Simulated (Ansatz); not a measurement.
# Ta3SnO4: the cost of one run

Program: Ansatz 0.2.0. Level of theory: DFT PBE, scalar-relativistic, plane waves, PAW. These are calculated values, not measurements.

## Step 1: The structure to begin with

The structure is cubic, space group Pm-3m (No. 221). Conventional cell: a = 4.527 Å, b = 4.527 Å, c = 4.527 Å, α = 90.00°, β = 90.00°, γ = 90.00°. Ta (site symmetry 4/mmm) is surrounded by 6 O at 2.26 Å. Sn (site symmetry m-3m) has 6 O at 2.26 Å as nearest neighbours. O (site symmetry 4/mmm) is surrounded by 4 Ta at 2.26 Å and 2 Sn at 2.26 Å. Around O (site symmetry m-3m) lie 6 Ta at 2.26 Å.

Structure file:

```
Ta Sn O
1.0
     4.52693    0.00000    0.00000
     0.00000    4.52693    0.00000
     0.00000    0.00000    4.52693
Ta Sn O
3 1 4
Direct
  0.00000 0.50000 0.50000
  0.50000 0.00000 0.50000
  0.50000 0.50000 0.00000
  0.00000 0.00000 0.00000
  0.50000 0.00000 0.00000
  0.50000 0.50000 0.50000
  0.00000 0.00000 0.50000
  0.00000 0.50000 0.00000
```

A structure generator made this guess: species swapped into a database cell of LiMg3O4 (Pm-3m, No. 221), with Sn on the Li sites and Ta on the Mg sites. Lengths come from tabulated atomic sizes and are only a guess.

## Step 2: The guess as it stands, on a coarse mesh

File input.yaml:

```yaml
crystal:
  lattice:
    - [4.52693372, 0.0, 0.0]
    - [0.0, 4.52693372, 0.0]
    - [0.0, 0.0, 4.52693372]
  atoms:
    - { symbol: Ta, position: [0.0, 0.5, 0.5] }
    - { symbol: Ta, position: [0.5, 0.0, 0.5] }
    - { symbol: Ta, position: [0.5, 0.5, 0.0] }
    - { symbol: Sn, position: [0.0, 0.0, 0.0] }
    - { symbol: O, position: [0.5, 0.0, 0.0] }
    - { symbol: O, position: [0.5, 0.5, 0.5] }
    - { symbol: O, position: [0.0, 0.0, 0.5] }
    - { symbol: O, position: [0.0, 0.5, 0.0] }
basis:
  ecutwfc: 420
kpoints:
  mp_grid: { grid: [4, 4, 4] }
hamiltonian:
  xc: pbe
scf:
  occupations: { method: gaussian, width: 0.1 }
  lower_state_search: "off"
output:
  forces: true
  stress: true
  eigenvalues: true
```

Launch:

```
ansatz run input.yaml --threads 1 --pin off --max-ram 2048MiB --backend cpu --events-out ev --progress --plain --runs-dir out
```

What time and memory should one allow on 1 thread of Arm Neoverse V1, shared host?

About 2.8 s, with a peak of 0.36 GiB.
